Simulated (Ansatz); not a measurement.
# YP2Pd2: the cost of one run

Program: Ansatz 0.2.0. Level of theory: DFT PBEsol, scalar-relativistic, plane waves, PAW. These are calculated values, not measurements.

### Step 1. The starting structure

It takes space group I4/mmm (No. 139, tetragonal). Conventional cell: a = 4.085 Å, b = 4.085 Å, c = 9.857 Å, α = 90.00°, β = 90.00°, γ = 90.00°. Y (site symmetry 4/mmm) is surrounded by 8 P at 3.09 Å and 8 Pd at 3.20 Å. P (site symmetry 4mm) has 1 P at 2.18 Å and 4 Pd at 2.46 Å and 4 Y at 3.09 Å as nearest neighbours. Pd (site symmetry -4m2) is surrounded by 4 P at 2.46 Å.

As a file:

```cif
data_structure
_symmetry_space_group_name_H-M 'P 1'
_symmetry_Int_Tables_number 1
_cell_length_a 5.7128
_cell_length_b 5.7128
_cell_length_c 5.7128
_cell_angle_alpha 138.097
_cell_angle_beta 138.097
_cell_angle_gamma 60.754
_cell_volume 82.26
loop_
_atom_site_label
_atom_site_type_symbol
_atom_site_fract_x
_atom_site_fract_y
_atom_site_fract_z
_atom_site_occupancy
Y1 Y 0.00000 0.00000 0.00000 1
P1 P 0.38944 0.38944 0.00000 1
P2 P 0.61056 0.61056 0.00000 1
Pd1 Pd 0.75000 0.25000 0.50000 1
Pd2 Pd 0.25000 0.75000 0.50000 1
```

Source of the structure: the Materials Project (structure only).

(A quick probe on a coarse mesh, which set the mesh and smearing, is not shown.)

### Step 3. Full relaxation

File input.yaml:

```yaml
crystal:
  lattice:
    - [-2.04274424, 2.04274424, 4.92852581]
    - [2.04274424, -2.04274424, 4.92852581]
    - [2.04274424, 2.04274424, -4.92852581]
  atoms:
    - { symbol: "Y", position: [0.0, 0.0, 0.0] }
    - { symbol: P, position: [0.38943946, 0.38943946, 0.0] }
    - { symbol: P, position: [0.61056054, 0.61056054, 0.0] }
    - { symbol: Pd, position: [0.75, 0.25, 0.5] }
    - { symbol: Pd, position: [0.25, 0.75, 0.5] }
basis:
  ecutwfc: 420
kpoints:
  mp_grid: { grid: [12, 12, 12] }
hamiltonian:
  xc: pbesol
scf:
  occupations: { method: gaussian, width: 0.1 }
output:
  forces: true
  stress: true
  eigenvalues: true
  write_density: true
  write_potential: true
  elf: true
  volumetric_format: npy
relax:
  adjacent_minimum: "off"
  f_tol: 0.005
  max_steps: 80
  cell: { stress_tol: 0.05 }
```

Run with:

```bash
ansatz run input.yaml --threads 2 --pin off --max-ram 5120MiB --backend cpu --events-out ev --progress --plain --runs-dir out
```

Q: Estimate wall time and peak memory on 2 threads of Intel Xeon Platinum 8375C at 2.90GHz (Ice Lake), shared host.

About 71 s, with a peak of 0.71 GiB.
